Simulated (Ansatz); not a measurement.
**CH4FSi (SMILES C[SiH]F) at U-revPBE/aug-cc-pVDZ**

Aim: the electronic atomisation energy of CH4FSi at U-revPBE/aug-cc-pVDZ, from 5 runs. 

The results are computed with Ansatz 0.2.0.

45 further runs of the same task are left out: 45 set aside as unsound or not needed.

**1. The molecule**

CH4FSi: 7 atoms, total charge 0, spin state doublet. As SMILES, `C[SiH]F`. The shape is that of a PBE0-D4/def2-TZVP optimisation.

Bond lengths: C1–Si2 1.864 Å, Si2–F3 1.609 Å, C1–H4 1.091 Å, C1–H5 1.093 Å, C1–H6 1.094 Å, Si2–H7 1.494 Å. Angles: C1–Si2–F3 108.7°, C1–Si2–H7 111.7°, F3–Si2–H7 106.7°, Si2–C1–H4 111.5°, Si2–C1–H5 109.9°, Si2–C1–H6 110.0°, H4–C1–H5 108.4°, H4–C1–H6 108.5°, H5–C1–H6 108.5°.

**2. The energy at U-revPBE/aug-cc-pVDZ**

The input, job.yaml:

```yaml
crystal:
  periodic: [false, false, false]
  atoms:
    - {symbol: C, position_ang: [-0.653500, 0.389500, -0.298000]}
    - {symbol: Si, position_ang: [0.917400, -0.594100, -0.104100]}
    - {symbol: F, position_ang: [0.640700, -1.812800, 0.909600]}
    - {symbol: H, position_ang: [-1.444900, -0.207800, -0.754100]}
    - {symbol: H, position_ang: [-0.470200, 1.260900, -0.931700]}
    - {symbol: H, position_ang: [-1.000700, 0.738300, 0.679600]}
    - {symbol: H, position_ang: [2.011300, 0.226000, 0.498700]}
basis:
  gaussian: {orbitals: aug-cc-pVDZ}
magnetization: {spin_polarized: true, initial_magnetization: 1}
hamiltonian: {xc: {name: revPBE}}
accuracy: high
output: {orbitals: {seedname: orbitals}}
```

Run with:

```
$ ansatz run job.yaml --threads 1 --pin off --max-ram 3480MiB --events-out events.jsonl --progress --plain --runs-dir runs
```

The program printed:

```text
Warning: RAYON_NUM_THREADS=1 ignored (pool sized by the plan → 1); use --threads N
Functional definition: revPBE
  name "revPBE"
  parameter kappa = 1.245
  parameter beta = 0.06672455060314922
  exchange = pbe_x(kappa = kappa, mu = beta*pi^2/3)
  correlation = pbe_c(beta = beta)
2190 factors; integrals over basis functions are off by at most 3.6e-9 eV
mean field evaluation 1: about -11684.2938 eV, gradient 4.7e1 eV
mean field evaluation 2: about -11664.2937 eV, gradient 7.4e1 eV
mean field evaluation 4: about -11694.1687 eV, gradient 8.7e0 eV
mean field evaluation 8: about -11694.4569 eV, gradient 6.4e-2 eV
mean field evaluation 16: about -11694.4569 eV, gradient 1.5e-5 eV
mean field -11694.45694336 eV, -429.7633658808 hartree, gradient 2.1e-8 eV, S^2 0.751716; 0 other end points of the search recorded, 0 dependent functions left out
reference -11694.45695362 eV, -429.7633662580 hartree; 17, 16 occupied and 92, 93 virtual orbitals, 2190 factors
Total energy: -11694.45695362 eV, -429.7633662580 hartree
```

Wall time 14 s (1 thread of Arm Neoverse V2, shared host); peak memory 0.36 GiB.

**3. The C atom**

The input, job.yaml:

```yaml
basis:
  gaussian:
    orbitals: aug-cc-pVDZ
crystal:
  periodic: [false, false, false]
  atoms:
    - {symbol: C, position_ang: [0.000000, 0.000000, 0.000000]}
magnetization:
  spin_polarized: true
  initial_magnetization: 2
hamiltonian:
  xc: {name: revPBE}
accuracy: high
```

Run the same way, it converges to -37.84106 Eh (log not shown).

**4. The F atom, same level**

The input, job.yaml:

```yaml
crystal:
  periodic: [false, false, false]
  atoms:
    - {symbol: F, position_ang: [0.000000, 0.000000, 0.000000]}
basis:
  gaussian:
    orbitals: aug-cc-pVDZ
magnetization:
  spin_polarized: true
  initial_magnetization: 1
hamiltonian:
  xc: {name: revPBE}
accuracy: high
```

Run with:

```
$ ansatz run job.yaml --threads 1 --pin off --max-ram 3480MiB --events-out events.jsonl --progress --plain --runs-dir runs
```

The program printed (excerpt; [...] marks lines left out):

```text
Warning: RAYON_NUM_THREADS=1 ignored (pool sized by the plan → 1); use --threads N
[... 6 set-up lines as earlier in the session ...]
199 factors; integrals over basis functions are off by at most 2.8e-9 eV
mean field evaluation 1: about -2713.0245 eV, gradient 5.7e0 eV
mean field evaluation 2: about -2713.0468 eV, gradient 4.9e0 eV
mean field evaluation 4: about -2713.1218 eV, gradient 9.1e-3 eV
mean field evaluation 8: about -2713.1216 eV, gradient 1.4e-4 eV
mean field evaluation 16: about -2713.1210 eV, gradient 1.7e-1 eV
mean field evaluation 32: about -2713.1216 eV, gradient 7.9e-9 eV
mean field -2713.12160382 eV, -99.7053799204 hartree, gradient 2.9e-9 eV, S^2 0.751353; 5 other end points of the search recorded, 0 dependent functions left out
reference -2713.12160668 eV, -99.7053800258 hartree; 5, 4 occupied and 18, 19 virtual orbitals, 199 factors
Total energy: -2713.12160668 eV, -99.7053800258 hartree
```

Wall time 0.91 s (1 thread of Arm Neoverse V2, shared host).

**5. The H atom, same level**

The input, molecule.yaml:

```yaml
crystal:
  periodic: [false, false, false]
  atoms:
    - {symbol: H, position_ang: [0.000000, 0.000000, 0.000000]}
basis:
  gaussian: {orbitals: aug-cc-pVDZ}
magnetization: {spin_polarized: true, initial_magnetization: 1}
hamiltonian: {xc: {name: revPBE}}
accuracy: high
```

Run with:

```
$ ansatz run molecule.yaml --threads 1 --pin off --max-ram 3480MiB --events-out events.jsonl --progress --plain --runs-dir runs
```

The program printed (excerpt; [...] marks lines left out):

```text
Warning: RAYON_NUM_THREADS=1 ignored (pool sized by the plan → 1); use --threads N
[... 6 set-up lines as earlier in the session ...]
42 factors; integrals over basis functions are off by at most 4.4e-8 eV
mean field evaluation 1: about -13.7035 eV, gradient 6.2e-1 eV
mean field evaluation 2: about -13.7100 eV, gradient 1.1e-1 eV
mean field evaluation 4: about -13.7089 eV, gradient 7.8e-4 eV
mean field evaluation 8: about -13.7089 eV, gradient 5.8e-9 eV
mean field -13.70891630 eV, -0.5037933817 hartree, gradient 4.2e-8 eV, S^2 0.750000; 0 other end points of the search recorded, 0 dependent functions left out
reference -13.70892273 eV, -0.5037936180 hartree; 1, 0 occupied and 8, 9 virtual orbitals, 42 factors
Total energy: -13.70892273 eV, -0.5037936180 hartree
```

Run time: 0.14 s. Hardware: 1 thread of Arm Neoverse V2, shared host.

**6. The Si atom**

The input, run.yaml:

```yaml
crystal:
  periodic: [false, false, false]
  atoms:
    - {symbol: Si, position_ang: [0.000000, 0.000000, 0.000000]}
basis:
  gaussian:
    orbitals: aug-cc-pVDZ
magnetization:
  spin_polarized: true
  initial_magnetization: 2
hamiltonian:
  xc: {name: revPBE}
accuracy: high
```

Run with:

```
$ ansatz run run.yaml --threads 1 --pin off --max-ram 3480MiB --events-out events.jsonl --progress --plain --runs-dir runs
```

The program printed (excerpt; [...] marks lines left out):

```text
Warning: RAYON_NUM_THREADS=1 ignored (pool sized by the plan → 1); use --threads N
[... 6 set-up lines as earlier in the session ...]
231 factors; integrals over basis functions are off by at most 3.2e-9 eV
mean field evaluation 1: about -7872.4780 eV, gradient 3.1e0 eV
mean field evaluation 2: about -7872.5885 eV, gradient 1.5e0 eV
mean field evaluation 4: about -7872.6130 eV, gradient 1.7e-1 eV
mean field evaluation 8: about -7872.6130 eV, gradient 1.3e-3 eV
mean field evaluation 16: about -7872.4942 eV, gradient 2.8e0 eV
mean field -7872.61299114 eV, -289.3131911757 hartree, gradient 3.1e-8 eV, S^2 2.004201; 1 other end points of the search recorded, 0 dependent functions left out
reference -7872.61299613 eV, -289.3131913590 hartree; 8, 6 occupied and 19, 21 virtual orbitals, 231 factors
Total energy: -7872.61299613 eV, -289.3131913590 hartree
```

Run time: 1.2 s. Hardware: 1 thread of Arm Neoverse V2, shared host.

**7. Summary of results**

Level: U-revPBE/aug-cc-pVDZ.

| quantity | value |
| --- | --- |
| molecule: total energy | -429.76337 Eh |
| molecule: HOMO energy (highest over α and β) | -4.94 eV |
| molecule: LUMO energy (lowest over α and β) | -3.02 eV |
| molecule: ⟨S²⟩ | 0.752 |
| C atom: total energy | -37.84106 Eh |
| C atom: ⟨S²⟩ | 2.003 |
| F atom: total energy | -99.70538 Eh |
| F atom: ⟨S²⟩ | 0.751 |
| H atom: total energy | -0.50379 Eh |
| H atom: ⟨S²⟩ | 0.750 |
| Si atom: total energy | -289.31319 Eh |
| Si atom: ⟨S²⟩ | 2.004 |
| electronic atomisation energy | 24.179 eV |

What this shows: Taking the molecule apart into free atoms costs 24.18 eV (558 kcal/mol), before zero-point energy and without spin-orbit coupling.
